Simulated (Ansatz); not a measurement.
# C2H5AlBClO: the cost of one run

Method: RKS B3LYP/def2-SVP, in Ansatz 0.2.0.

## (1) The structure to begin with

Bond lengths: Al1–C2 2.067 Å, C2–B3 1.582 Å, B3–C4 1.528 Å, C4–Cl5 1.740 Å, C2–O6 1.396 Å, C4–O6 1.423 Å, Al1–H7 1.578 Å, Al1–H8 1.559 Å, C2–H9 1.069 Å, B3–H10 1.214 Å, C4–H11 1.155 Å. Angles (14 of 19 angles, heavy atoms first): Al1–C2–B3 113.3°, Al1–C2–O6 112.1°, B3–C2–O6 93.9°, C2–B3–C4 80.2°, B3–C4–Cl5 116.9°, B3–C4–O6 95.2°, Cl5–C4–O6 110.5°, C2–O6–C4 90.6°, Al1–C2–H9 114.9°, B3–C2–H9 110.9°, O6–C2–H9 110.0°, C2–Al1–H7 118.1°, C2–Al1–H8 117.9°, C2–B3–H10 132.2°.

Structure file:

```xyz
11

Al    0.7190   -1.8997   -0.2273
C    -0.4287   -0.2347   -0.6559
B     0.3697    1.1252   -0.5301
C    -0.6350    1.3084    0.6070
Cl    0.0082    1.3640    2.2232
O    -1.3099    0.0762    0.3817
H     1.5419   -1.9094    1.1187
H     0.6222   -3.1213   -1.1911
H    -0.9585   -0.2806   -1.5836
H     1.5570    1.3796   -0.5480
H    -1.4206    2.1352    0.4260
```

## (2) End point A

File input.yaml:

```yaml
crystal:
  periodic: [false, false, false]
  atoms:
    - { symbol: Al, position_ang: [0.719, -1.8997, -0.2273] }
    - { symbol: C, position_ang: [-0.4287, -0.2347, -0.6559] }
    - { symbol: B, position_ang: [0.3697, 1.1252, -0.5301] }
    - { symbol: C, position_ang: [-0.635, 1.3084, 0.607] }
    - { symbol: Cl, position_ang: [0.0082, 1.364, 2.2232] }
    - { symbol: O, position_ang: [-1.3099, 0.0762, 0.3817] }
    - { symbol: H, position_ang: [1.5419, -1.9094, 1.1187] }
    - { symbol: H, position_ang: [0.6222, -3.1213, -1.1911] }
    - { symbol: H, position_ang: [-0.9585, -0.2806, -1.5836] }
    - { symbol: H, position_ang: [1.557, 1.3796, -0.548] }
    - { symbol: H, position_ang: [-1.4206, 2.1352, 0.426] }
basis:
  gaussian: { orbitals: def2-SVP }
hamiltonian:
  xc: b3lyp
relax:
  f_tol: 0.02
  max_steps: 50
output:
  orbitals: {}
```

On the command line:

```
$ ansatz run input.yaml --threads 2 --pin off --max-ram 3072MiB --backend cpu --events-out ev --progress --plain --runs-dir out
```

Q: Estimate wall time and peak memory on 2 threads of Arm Neoverse V1, shared host.

About 1.9 min, with a peak of 0.29 GiB.
